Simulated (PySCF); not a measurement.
# C2H5BS2: the cost of one run

Programs: PySCF 2.14.0, with density-fitted response routines of our own. Each step states its level of theory. These are calculated values for one molecule in the gas phase, unless marked as measured. Atoms count from 0, in the outputs and in this text.

## Step 1: The starting structure

10 atoms, charge 0, multiplicity 1; geometry from: PBE0-D3(BJ)/def2-SVP.

Bonds of the start (Å): B0–S1 1.79, S1–C2 1.83, C2–C3 1.51, C3–S4 1.83, S4–B0 1.79, B0–H5 1.20, C2–H6 1.10, C2–H7 1.10, C3–H8 1.10, C3–H9 1.10.

## Step 2: X-ray photoelectron lines: SCAN, X2C

The job: settings as JSON, then the geometry in Å.

```
{"job": {"kind": "xps"}, "charge": 0, "multiplicity": 1}
B      1.714353     0.400072    -0.008454
S      0.858264    -0.785766    -1.034534
C     -0.741617    -0.643236    -0.150512
C     -0.900917     0.752606     0.413226
S      0.689114     1.331023     1.119688
H      2.902488     0.560361    -0.071984
H     -0.743317    -1.398436     0.650881
H     -1.550004    -0.885242    -0.855272
H     -1.192301     1.468142    -0.371107
H     -1.662173     0.779739     1.206921
```

Level: delta-SCF UKS SCAN, pcX-2 on the ionised atom, pcseg-1 elsewhere, spin-free X2C.

The run is started by

```console
$ OMP_NUM_THREADS=1 python probes_run.py task.json out
```

One launch serves the whole session: the jobs run in the order shown.

Q: Estimate the wall time and peak memory of this first job on 1 thread of Arm Neoverse V2, shared host.

About 20 s, with a peak of 0.46 GiB.
